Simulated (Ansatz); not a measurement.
# ZrH (quartet): the correlation ladder at distance Zr1–H2 = 1.859 Å, def2-TZVP

Aim: climb from Hartree-Fock through coupled cluster and multireference methods for ZrH (quartet) at one geometry and basis, and see what each rung misses.

Program: Ansatz 0.2.0, Gaussian basis. Level of theory: def2-TZVP, core rule «outside noble gas», up to 4 orbitals frozen. These are calculated values, not measurements.

Plan: UHF; CCSD(T) on ROHF; CCSD(T) on UHF; CISD as a restricted active space (open shells left free, so some higher excitations enter); CCSDT(Q) on ROHF; CCSDT(Q) on UHF; CASSCF and MRCISD+Q, 5 electrons in 5 orbitals; CASSCF and NEVPT2, 5 electrons in 5 orbitals; CASSCF and MRCISD+Q, 5 electrons in 7 orbitals; CASSCF and NEVPT4(SD), 5 electrons in 7 orbitals; CASSCF and NEVPT2, 5 electrons in 7 orbitals; Full CI.

38 further runs of the same task are left out: 21 for a known fault of the program, 9 that didn't finish, 8 set aside as unsound or not needed. Runs told in other sessions of the task aren't counted.

## 1. What is computed

The geometry derives from a PBE0/def2-TZVP stationary point (not a proven minimum). One bond is set to the value named and the two fragments are kept rigid. No spin-orbit coupling is included. Elements past krypton take def2 core potentials.

2 atoms, charge 0, spin multiplicity 4.

Atoms are counted from 1 here; the program's logs count them from 0.

Bond lengths: Zr1–H2 1.859 Å.

As a file:

```xyz
2

Zr    0.00000    0.00000    0.00000
H     0.00000    0.00000    1.85899
```

## 2. UHF

in.yaml reads:

```yaml
crystal:
  periodic: [false, false, false]
  atoms:
    - {symbol: Zr, position_ang: [0.000000, 0.000000, 0.000000]}
    - {symbol: H, position_ang: [0.000000, 0.000000, 1.858985]}
basis:
  gaussian: {orbitals: def2-TZVP}
magnetization: {spin_polarized: true, initial_magnetization: 3}
hamiltonian: {xc: hf}
output: {orbitals: {seedname: orbitals}}
```

Command:

```
$ ansatz run in.yaml --threads 1 --pin off --events-out ev --progress --plain --max-ram 2393MiB
```

Further steps of the session: CCSD(T) on ROHF; CCSD(T) on UHF; CISD as a restricted active space (open shells left free, so some higher excitations enter); CCSDT(Q) on ROHF; CCSDT(Q) on UHF; CASSCF and MRCISD+Q, 5 electrons in 5 orbitals; CASSCF and NEVPT2, 5 electrons in 5 orbitals; CASSCF and MRCISD+Q, 5 electrons in 7 orbitals; CASSCF and NEVPT4(SD), 5 electrons in 7 orbitals; CASSCF and NEVPT2, 5 electrons in 7 orbitals; Full CI.

**Question.** What will the summary of the whole plan be? Wanted: FCI from the RHF energy; RMP2 from FCI; UMP2 from FCI; RCCSD from FCI; RCCSD(T) from FCI; UCCSD(T) from FCI; RCCSDT(Q) from FCI; UCCSDT(Q) from FCI; NEVPT2 pair from FCI.

The runs gave:

| quantity | value |
| --- | --- |
| FCI from the ROHF energy | -1.5991 eV |
| RMP2 from FCI | +9.19 kcal/mol |
| UMP2 from FCI | +6.98 kcal/mol |
| RCCSD from FCI | +0.86 kcal/mol |
| RCCSD(T) from FCI | +0.04 kcal/mol |
| UCCSD(T) from FCI | -1.98 kcal/mol |
| RCCSDT(Q) from FCI | -0.45 kcal/mol |
| UCCSDT(Q) from FCI | -2.35 kcal/mol |
| NEVPT2 pair from FCI | +10.02 kcal/mol |
| MRCISD+Q pair from FCI | -0.13 kcal/mol |
| NEVPT2 valence from FCI | +9.40 kcal/mol |
| levels within 1 kcal/mol (43 meV) | RCCSD, RCCSD(T), RCCSDT, RCCSDT(Q), MRCISD pair, MRCISD+Q pair, MRCISD valence, MRCISD+Q valence |
| T1 diagnostic | 0.037 |
| effectively unpaired electrons | 3.15 |

RCCSD(T) misses by +0.04 kcal/mol, 0.1 % of the correlation energy. CCSD(T) misses by +0.04 kcal/mol on the restricted determinant and by -1.98 kcal/mol on the unrestricted one; the two need not hold the same state or core. UCCSD, UCCSD(T), RCCSDT, UCCSDT, RCCSDT(Q), UCCSDT(Q), MRCISD+Q pair, MRCISD+Q valence fall below full CI: unrestricted runs freeze a spin-polarised core, another one than full CI's, and coupled cluster isn't variational. One determinant dominates. Of the multireference levels listed MRCISD+Q pair comes nearest in total energy (-0.13 kcal/mol), which doesn't show that its space is the better one. These misses are within one basis, not against nature; the frozen cores of restricted and unrestricted runs differ, which can shift their rows.

Levels on UHF freeze UHF's core orbitals, full CI those of ROHF, so the U rows can settle a little off it for that reason alone.

With open shells the CI space here admits some higher excitations, so it is larger than plain CISD.
